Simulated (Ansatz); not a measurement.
# GeH6O4Ti: the cost of one run

The runs use Ansatz 0.2.0, Gaussian basis; PBE0-D4/def2-TZVP structures, single points in def2-TZVPP, no counterpoise correction.

Levels: SPW92, PBE-D4, BLYP-D4, r2SCAN-D4, B97M-V, PBE0-D4, B3LYP-D4, r2SCAN0-D4, BHLYP-D4, CAM-B3LYP-D4, wB97X-V, wB97M-V, B2PLYP, PBE-QIDH, RPA on PBE, Hartree-Fock, MP2, CCSD, CCSD(T).

Correlated methods freeze the cores. Filled d shells of the heavier atoms are correlated. B3LYP uses VWN-RPA correlation. B2PLYP carries no dispersion term here.

56 further runs of the same task are left out: 56 set aside as unsound or not needed.

**1. Where the work starts**

The complex: 14 atoms, charge 0, spin multiplicity 1.

Atoms are counted from 1 here; the program's logs count them from 0.

Bond lengths: Ge1–O4 1.776 Å, Ge1–H9 1.536 Å, Ge1–H10 1.537 Å, Ge1–H11 1.537 Å, H2–H3 0.748 Å, O4–Ti5 1.785 Å, Ti5–O6 1.801 Å, Ti5–O7 1.804 Å, Ti5–O8 1.806 Å, O6–H12 0.959 Å, O7–H13 0.958 Å, O8–H14 0.958 Å. Angles: O4–Ge1–H9 107.4°, O4–Ge1–H10 108.2°, O4–Ge1–H11 106.9°, H9–Ge1–H10 111.5°, H9–Ge1–H11 111.2°, H10–Ge1–H11 111.5°, Ge1–O4–Ti5 149.2°, O4–Ti5–O6 109.3°, O4–Ti5–O7 109.3°, O4–Ti5–O8 109.3°, O6–Ti5–O7 110.3°, O6–Ti5–O8 109.6°, O7–Ti5–O8 109.0°, Ti5–O6–H12 128.6°, Ti5–O7–H13 129.9°, Ti5–O8–H14 129.2°.

As a file:

```xyz
14

Ge   -1.6415   -0.5779    1.5752
H     1.0651   -3.1578   -0.3772
H     0.6447   -2.5545   -0.2387
O    -0.5601   -0.2371    0.2089
Ti    0.5489    0.8861   -0.6246
O     1.9978   -0.0208   -1.1927
O    -0.3052    1.6417   -2.0223
O     1.0580    2.1838    0.5241
H    -3.0831   -0.5072    1.0488
H    -1.3874    0.4782    2.6622
H    -1.2995   -1.9908    2.0734
H     2.1453   -0.9679   -1.1994
H    -0.0449    1.7029   -2.9419
H     0.8619    3.1209    0.5042
```

Its parts: GeH6O4Ti holds atoms 1, 4, 5, 6, 7, 8, 9, 10, 11, 12, 13, 14; H2 holds atoms 2, 3. Each part counts its atoms afresh in its own runs.

**2. Relaxing GeH6O4Ti alone**

Contents of relax-a/in.yaml:

```yaml
crystal:
  periodic: [false, false, false]
  atoms:
    - {symbol: Ge, position_ang: [-1.641459, -0.577915, 1.575213]}
    - {symbol: O, position_ang: [-0.560101, -0.237086, 0.208851]}
    - {symbol: Ti, position_ang: [0.548948, 0.886103, -0.624578]}
    - {symbol: O, position_ang: [1.997827, -0.020797, -1.192693]}
    - {symbol: O, position_ang: [-0.305188, 1.641735, -2.022326]}
    - {symbol: O, position_ang: [1.057953, 2.183831, 0.524127]}
    - {symbol: H, position_ang: [-3.083141, -0.507181, 1.048804]}
    - {symbol: H, position_ang: [-1.387369, 0.478222, 2.662154]}
    - {symbol: H, position_ang: [-1.299520, -1.990751, 2.073438]}
    - {symbol: H, position_ang: [2.145320, -0.967887, -1.199361]}
    - {symbol: H, position_ang: [-0.044881, 1.702903, -2.941865]}
    - {symbol: H, position_ang: [0.861895, 3.120921, 0.504209]}
basis:
  gaussian: {orbitals: def2-TZVP}
hamiltonian: {xc: pbe0, dispersion: d4}
relax: {f_tol: 0.005, max_steps: 200}
```

The run is started by

```console
> ansatz run in.yaml --threads 4 --pin off --events-out ev --progress --plain --max-ram 66560MiB --backend cuda --devices 0, --max-vram 37GiB
```

What time and memory should one allow on 1 × a share of an NVIDIA H100 with 4 threads of AMD EPYC 7R13, shared host?

About 17 s, with a peak of 0.92 GiB on the host.
